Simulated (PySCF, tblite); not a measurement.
**C5H10FNSi2: geometry, infrared bands and NMR shifts**

Aim: predict the infrared bands and NMR shifts of C5H10FNSi2 (`N#C[C@@]1(F)CCC[SiH2][SiH2]1`).

The runs use tblite 0.8.0 and PySCF 2.14.0, with density-fitted response routines of our own; the level of theory stands in each step. All values are computed, except where a source is named. Atoms are numbered from 0 throughout.

## 1. The starting structure

19 atoms, charge 0, multiplicity 1; geometry from: force field or distance geometry start.

Bonds of the start (Å): N0–C1 1.13, C1–C2 1.47, C2–F3 1.36, C2–C4 1.51, C4–C5 1.48, C5–C6 1.52, C6–Si7 1.89, Si7–Si8 2.24, Si8–C2 1.88, C4–H9 1.12, C4–H10 1.11, C5–H11 1.11, C5–H12 1.13, C6–H13 1.11, C6–H14 1.09, Si7–H15 1.44, Si7–H16 1.47, Si8–H17 1.47, Si8–H18 1.46.

## 2. Geometry optimisation with GFN2-xTB

What the job is given:

```
{"job": {"kind": "relax", "xc": "GFN2-xTB", "basis": "xTB"}, "charge": 0, "multiplicity": 1}
N     -3.584800     1.572700     0.578200
C     -2.534900     1.151200     0.579000
C     -1.176200     0.585500     0.601900
F     -0.704400     0.441600     1.872800
C     -1.075600    -0.735400    -0.119700
C      0.142100    -1.514800     0.207900
C      1.373300    -1.182800    -0.621800
Si     1.938200     0.541000    -0.092600
Si     0.044300     1.732400    -0.259900
H     -1.223900    -0.602700    -1.223800
H     -1.947700    -1.333400     0.216300
H      0.320900    -1.449700     1.299200
H     -0.089300    -2.589600    -0.032100
H      2.195300    -1.897800    -0.429100
H      1.161100    -1.108200    -1.690400
H      2.999500     1.059500    -0.924000
H      2.278700     0.493100     1.337500
H     -0.272200     1.812000    -1.698000
H      0.145900     3.034500     0.391200
```

The run is started by

```sh
> OMP_NUM_THREADS=1 python probes_run.py task.json out
```

One launch serves the whole session: the jobs run in the order shown.

**Question.** This job is followed by: GFN2-xTB harmonic vibrations, gas phase; GIAO PBE0/pcSseg-1 NMR shielding, non-relativistic, gas phase. Predict these results of the whole session: strongest single infrared mode (GFN2-xTB); zero-point energy (GFN2-xTB); ¹³C shifts against TMS (PBE0/pcSseg-1); ¹H shifts against TMS (PBE0/pcSseg-1); ¹⁵N shifts against NH3 (PBE0/pcSseg-1); ¹⁹F shifts against CFCl3 (PBE0/pcSseg-1); ²⁹Si shifts against TMS (PBE0/pcSseg-1).

**Answer**, as computed:

| quantity | value |
| --- | --- |
| strongest single infrared mode (GFN2-xTB) | 2221 cm⁻¹, 495 km/mol |
| zero-point energy (GFN2-xTB) | 83.8 kcal/mol |
| ¹³C shifts against TMS (PBE0/pcSseg-1) | 124.9, 81.2, 42.4, 22.2, 10.3 ppm |
| ¹H shifts against TMS (PBE0/pcSseg-1) | 4.32, 4.18, 4.15, 3.99, 2.75, 2.08, 1.98, 1.58, 1.45, 0.70 ppm |
| ¹⁵N shifts against NH3 (PBE0/pcSseg-1) | 319.1 ppm |
| ¹⁹F shifts against CFCl3 (PBE0/pcSseg-1) | -214.7 ppm |
| ²⁹Si shifts against TMS (PBE0/pcSseg-1) | -62.5, -80.9 ppm |

What this shows: Over 78 steps the energy fell by 0.591 eV; of the close pairs, C2–Si8 changed most, 1.884 to 1.954 Å. No mode is imaginary among the 51: a minimum at this level. The strongest single mode, at 2221 cm⁻¹, moves mainly H17 and H16. GFN2-xTB is a fitted tight-binding method: band positions and strengths are rough. Its intensities can rank the bands wrongly. The most deshielded carbon is C1 (nitrile carbon), at 124.9 ppm: typical of a nitrile. At PBE0/pcSseg-1: The largest span, 443 ppm, is at N0, where the paramagnetic term is -391 ppm.
